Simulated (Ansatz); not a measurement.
**Alloy of ZnSe and BeSe (2 of 8 Zn sites exchanged), 16 atoms with displaced atoms**

Which settings matter for this cell? A base run comes first, then runs with one to three settings changed.

Method: density functional theory in Ansatz 0.2.0, PAW datasets, plane waves.

1 further run of the same task is left out (it didn't finish).

### 1 The system as built

16 atoms (6 Zn, 8 Se, 2 Be); a = 11.075 Å, b = 5.538 Å, c = 5.538 Å, α = 90.00°, β = 90.00°, γ = 90.00°. All atoms were shaken off their sites by about 0.04 Å along each axis.

Coordinates:

```
CELL_PARAMETERS angstrom
11.07502 0.00000 0.00000
0.00000 5.53751 0.00000
0.00000 0.00000 5.53751
ATOMIC_POSITIONS crystal
Zn 0.00377 0.00657 0.00534
Zn 0.49608 0.00217 0.98137
Zn 0.24458 0.49553 0.99567
Zn 0.74823 0.50726 0.99680
Zn 0.00321 0.49468 0.49436
Zn 0.49834 0.50555 0.50012
Se 0.12175 0.24609 0.24117
Se 0.62589 0.25728 0.25894
Se 0.37463 0.75333 0.24212
Se 0.87598 0.75368 0.25658
Se 0.37689 0.25364 0.75657
Se 0.87323 0.22920 0.75070
Se 0.12706 0.74754 0.75325
Se 0.62293 0.74515 0.74692
Be 0.24986 0.00196 0.49011
Be 0.74912 0.00873 0.50215
```

### 2 PBEsol single point

in.yaml reads:

```yaml
crystal:
  lattice:
    - [11.075016, 0.000000, 0.000000]
    - [0.000000, 5.537508, 0.000000]
    - [0.000000, 0.000000, 5.537508]
  atoms:
    - { symbol: Zn, position: [0.003769, 0.006574, 0.005344] }
    - { symbol: Zn, position: [0.496084, 0.002166, 0.981374] }
    - { symbol: Zn, position: [0.244577, 0.495531, 0.995665] }
    - { symbol: Zn, position: [0.748233, 0.507264, 0.996798] }
    - { symbol: Zn, position: [0.003210, 0.494685, 0.494364] }
    - { symbol: Zn, position: [0.498338, 0.505545, 0.500120] }
    - { symbol: Se, position: [0.121752, 0.246093, 0.241169] }
    - { symbol: Se, position: [0.625886, 0.257277, 0.258941] }
    - { symbol: Se, position: [0.374626, 0.753327, 0.242122] }
    - { symbol: Se, position: [0.875979, 0.753678, 0.256578] }
    - { symbol: Se, position: [0.376894, 0.253641, 0.756571] }
    - { symbol: Se, position: [0.873235, 0.229202, 0.750704] }
    - { symbol: Se, position: [0.127060, 0.747539, 0.753245] }
    - { symbol: Se, position: [0.622926, 0.745146, 0.746918] }
    - { symbol: Be, position: [0.249860, 0.001961, 0.490105] }
    - { symbol: Be, position: [0.749118, 0.008731, 0.502146] }
kpoints:
  mp_grid: { grid: [2, 2, 2], shift: [0.5, 0.5, 0.5] }
hamiltonian:
  xc: pbesol
scf:
  occupations: { method: fermi_dirac, width: 0.01 }
output:
  forces: true
  eigenvalues: true
  stress: true
  populations: true
```

Launch:

```
ansatz run in.yaml --threads 7 --pin off --max-ram 13300MiB --runs-dir r --events-out ev --progress --plain
```

### 3 Run again with density threshold 1e-05 eV

in.yaml: that of step 2 with these lines changed.

```diff
@@ -28,2 +28,4 @@
   occupations: { method: fermi_dirac, width: 0.01 }
+  max_iter: 60
+  convergence: { dr2_threshold: 1e-05 }
 output:
@@ -32,2 +34 @@
   stress: true
-  populations: true
```

### 4 Run again with dispersion D3(BJ) with three-body term

in.yaml: that of step 3 with these lines changed.

```diff
@@ -26,6 +26,6 @@
   xc: pbesol
+  dispersion: d3bjatm
 scf:
   occupations: { method: fermi_dirac, width: 0.01 }
-  max_iter: 60
-  convergence: { dr2_threshold: 1e-05 }
+  max_iter: 100
 output:
```

### 5 Run again with cutoff 550 eV, xc grid 1, charge changed by -1

in.yaml: that of step 4 with these lines changed.

```diff
@@ -24,8 +24,9 @@
   mp_grid: { grid: [2, 2, 2], shift: [0.5, 0.5, 0.5] }
+basis: { ecutwfc: 550, xc_grid: 1 }
 hamiltonian:
   xc: pbesol
-  dispersion: d3bjatm
+total_charge: -1
 scf:
   occupations: { method: fermi_dirac, width: 0.01 }
-  max_iter: 100
+  max_iter: 70
 output:
```

### 6 Variant: smearing width 0.5 eV, functional PBE, mixing beta 0.01

in.yaml: that of step 5 with these lines changed.

```diff
@@ -24,9 +24,8 @@
   mp_grid: { grid: [2, 2, 2], shift: [0.5, 0.5, 0.5] }
-basis: { ecutwfc: 550, xc_grid: 1 }
 hamiltonian:
-  xc: pbesol
-total_charge: -1
+  xc: pbe
 scf:
-  occupations: { method: fermi_dirac, width: 0.01 }
-  max_iter: 70
+  occupations: { method: fermi_dirac, width: 0.5 }
+  max_iter: 100
+  mixing: { beta: 0.01 }
 output:
```

### 7 Variant: accuracy low

in.yaml: that of step 6 with these lines changed.

```diff
@@ -1 +1,2 @@
+accuracy: low
 crystal:
@@ -25,7 +26,6 @@
 hamiltonian:
-  xc: pbe
+  xc: pbesol
 scf:
-  occupations: { method: fermi_dirac, width: 0.5 }
-  max_iter: 100
-  mixing: { beta: 0.01 }
+  occupations: { method: fermi_dirac, width: 0.01 }
+  max_iter: 90
 output:
```

Q: Predict the outcome of this session. Wanted: for each run, settings; status; energy from base; forces from base.

The runs gave:

| settings | status | cycles | time | energy from base (meV/atom) | forces from base (eV/Å rms) | filled to empty level on the mesh (eV) |
| --- | --- | --- | --- | --- | --- | --- |
| base | converged | 9 | 3.9 s (7 CPU threads) | 0 | 0 | 3.40 |
| density threshold 1e-05 eV | converged | 6 | 2.7 s (7 CPU threads) | 0.0 | 0.000 | 3.40 |
| dispersion D3(BJ) with three-body term | converged | 9 | 2.9 s (7 CPU threads) | - | 0.001 | 3.40 |
| cutoff 550 eV, xc grid 1, charge changed by -1 | converged | 24 | 8.5 s (7 CPU threads) | - | 0.071 | - |
| smearing width 0.5 eV, functional PBE, mixing beta 0.01 | converged, settings too loose | 13 | 4.2 s (7 CPU threads) | - | 0.069 | 3.50 |
| accuracy low | converged | 9 | 2.9 s (7 CPU threads) | 0.0 | 0.000 | 3.40 |

Among these variants the forces move most with cutoff 550 eV, xc grid 1, charge changed by -1 (0.071 eV/Å rms). The base mesh is coarse for so small a cell, so pressure, spacing and their changes aren't converged values of the solid.
